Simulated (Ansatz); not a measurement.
# Br− with Cl₂: superposition error and deformation

One table from this session's results is given with a row withheld; the runs are named, their logs left out.

Method: PBE0-D4 structures, single points in def2-TZVPPD; program: Ansatz 0.2.0, Gaussian basis.

Levels: PBE-D4, revPBE-D4, BLYP-D4, r2SCAN-D4, B97M-V, PBE0-D4, B3LYP-D4, HSE06-D4, wB97X-V, wB97M-V, B2PLYP, Hartree-Fock, MP2, CCSD, CCSD(T).

Correlated methods freeze the cores. Filled d shells of the heavier atoms are correlated. B3LYP uses VWN-RPA correlation. B2PLYP carries no dispersion term here.

129 further runs of the same task are left out: 129 set aside as unsound or not needed.

## The system as given

The relaxed pair: 3 atoms, charge -1, spin multiplicity 1.

Atoms are counted from 1 here; the program's logs count them from 0.

Bond lengths: Br1–Cl3 2.436 Å, Cl2–Cl3 2.305 Å. Angles: Br1–Cl3–Cl2 180.0°.

As a file:

```xyz
3
BrCl2
Br    0.0501    0.7254   -2.2795
Cl   -0.0493   -0.7122    2.2378
Cl   -0.0009   -0.0132    0.0418
```

Atoms 1 to 1 are fragment A (Br−), the rest fragment B (Cl₂). From earlier runs, pair energy (eV) and counterpoise interaction (kcal/mol):

| method | E(pair) | interaction |
| --- | --- | --- |
| PBE-D4 | -95074.66523 | -46.79 |
| revPBE-D4 | -95084.83725 | -44.40 |
| BLYP-D4 | -95096.09537 | -42.15 |
| r2SCAN-D4 | -95093.02612 | -46.39 |
| B97M-V | -95075.77594 | -43.59 |
| PBE0-D4 | -95078.64626 | -43.95 |
| B3LYP-D4 | -95096.81929 | -40.85 |
| HSE06-D4 | -95078.37401 | -44.46 |
| wB97X-V | -95084.34501 | -36.26 |
| wB97M-V | -95089.51384 | -36.02 |
| B2PLYP | -95077.44682 | -38.55 |
| Hartree-Fock | -95007.96850 | -23.43 |
| MP2 | -95026.97772 | -38.14 |
| CCSD(T) | -95028.67181 | -31.91 |

First each fragment is run alone in its own basis, frozen in the shape it has in the pair (a, b).

Set-up of the first run:

a/in.yaml reads:

```yaml
crystal:
  periodic: [false, false, false]
  atoms:
    - {symbol: Br, position_ang: [0.050124, 0.725397, -2.279507]}
basis:
  gaussian: {orbitals: "def2-TZVPPD.json"}
total_charge: -1
hamiltonian: {xc: {name: wB97X-V}}
```

b/in.yaml reads:

```yaml
crystal:
  periodic: [false, false, false]
  atoms:
    - {symbol: Cl, position_ang: [-0.049276, -0.712167, 2.237843]}
    - {symbol: Cl, position_ang: [-0.000948, -0.013231, 0.041765]}
basis:
  gaussian: {orbitals: "def2-TZVPPD.json"}
hamiltonian: {xc: {name: wB97X-V}}
```

The basis file named in the input lies beside it (Basis Set Exchange, JSON).

One command serves all of them, each in its own folder.

Started as:

```bash
ansatz run in.yaml --threads 2 --pin off --events-out ev --progress --plain --max-ram 5222MiB
```

Steps of the session up to this table: wB97X-V/def2-TZVPPD; wB97M-V/def2-TZVPPD; B2PLYP/def2-TZVPPD; B97M-V/def2-TZVPPD; CCSD(T)/def2-TZVPPD; Relaxing Cl₂ alone; PBE-D4/def2-TZVPPD; r2SCAN-D4/def2-TZVPPD; PBE0-D4/def2-TZVPPD; B3LYP-D4/def2-TZVPPD; BLYP-D4/def2-TZVPPD; revPBE-D4/def2-TZVPPD; HSE06-D4/def2-TZVPPD.

One table of the session follows, with a row left open; its other results are not shown here.

| method | interaction with counterpoise (kcal/mol) |
| --- | --- |
| PBE-D4 | -46.79 |
| revPBE-D4 | -44.40 |
| BLYP-D4 | -42.15 |
| r2SCAN-D4 | -46.39 |
| B97M-V | -43.59 |
| PBE0-D4 | -43.95 |
| B3LYP-D4 | -40.85 |
| HSE06-D4 | -44.46 |
| wB97X-V | -36.26 |
| wB97M-V | -36.02 |
| B2PLYP | -38.55 |
| Hartree-Fock | -23.43 |
| MP2 | -38.14 |
| CCSD | ? |
| CCSD(T) | -31.91 |

Estimate the missing values for CCSD.

The run gave: interaction with counterpoise (kcal/mol): -29.53. In the column «interaction with counterpoise (kcal/mol)» it lies between CCSD(T) (-31.91) and Hartree-Fock (-23.43).
